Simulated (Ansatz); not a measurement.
# SnO: the cost of one run

Computed with Ansatz 0.2.0 (DFT PBEsol, scalar-relativistic, plane waves, PAW, unless a step's input says otherwise).

1 further run of the same task is left out (set aside as unsound or not needed).

### 1 The starting structure

The structure is tetragonal, space group P4/nmm (No. 129). Conventional cell: a = 3.805 Å, b = 3.805 Å, c = 4.752 Å, α = 90.00°, β = 90.00°, γ = 90.00°. Sn (site symmetry 4mm) has 4 O at 2.22 Å as nearest neighbours. O (site symmetry -4m2) is surrounded by 4 Sn at 2.22 Å.

Coordinates:

```
CELL_PARAMETERS angstrom
3.80524 0.00000 0.00000
0.00000 3.80524 0.00000
0.00000 0.00000 4.75215
ATOMIC_POSITIONS crystal
Sn 0.50000 0.00000 0.24246
Sn 0.00000 0.50000 0.75754
O 0.00000 0.00000 0.00000
O 0.50000 0.50000 0.00000
```

This cell was relaxed beforehand with the same method: volume 17.20 Å³/atom, gap on the mesh none (metal).

### 2 Static run: bands, density of states and charges

Input file input.yaml:

```yaml
crystal:
  lattice:
    - [3.8052425056, 0.0, 0.0]
    - [0.0, 3.8052425056, 0.0]
    - [0.0, 0.0, 4.7521499404]
  atoms:
    - { symbol: Sn, position: [0.5, 0.0, 0.2424576095] }
    - { symbol: Sn, position: [0.0, 0.5, 0.7575423905] }
    - { symbol: O, position: [0.0, 0.0, 0.0] }
    - { symbol: O, position: [0.5, 0.5, 0.0] }
basis:
  ecutwfc: 420
kpoints:
  mp_grid: { grid: [12, 12, 10] }
  band_path:
    path:
      - [[0.0, 0.0, 0.0], [0.0, 0.5, 0.0], [0.5, 0.5, 0.0], [0.0, 0.0, 0.0], [0.0, 0.0, 0.5], [0.0, 0.5, 0.5], [0.5, 0.5, 0.5], [0.0, 0.0, 0.5]]
      - [[0.0, 0.5, 0.0], [0.0, 0.5, 0.5]]
      - [[0.5, 0.5, 0.0], [0.5, 0.5, 0.5]]
    npoints: 14
hamiltonian:
  xc: pbesol
scf:
  occupations: { method: gaussian, width: 0.1 }
  n_extra_bands: 10
output:
  forces: true
  stress: true
  eigenvalues: true
  populations: true
  dos: { projected: true, de: 0.02, nscf_kmesh: { grid: [18, 18, 15] } }
  bader: true
```

The run is started by

```sh
$ ansatz run input.yaml --threads 1 --pin off --max-ram 2560MiB --backend cpu --events-out ev --progress --plain --runs-dir out
```

What time and memory should one allow on 1 thread of Intel Xeon Platinum 8259CL at 2.50GHz (Skylake/Cascade Lake), shared host?

About 2.1 min, with a peak of 0.78 GiB.
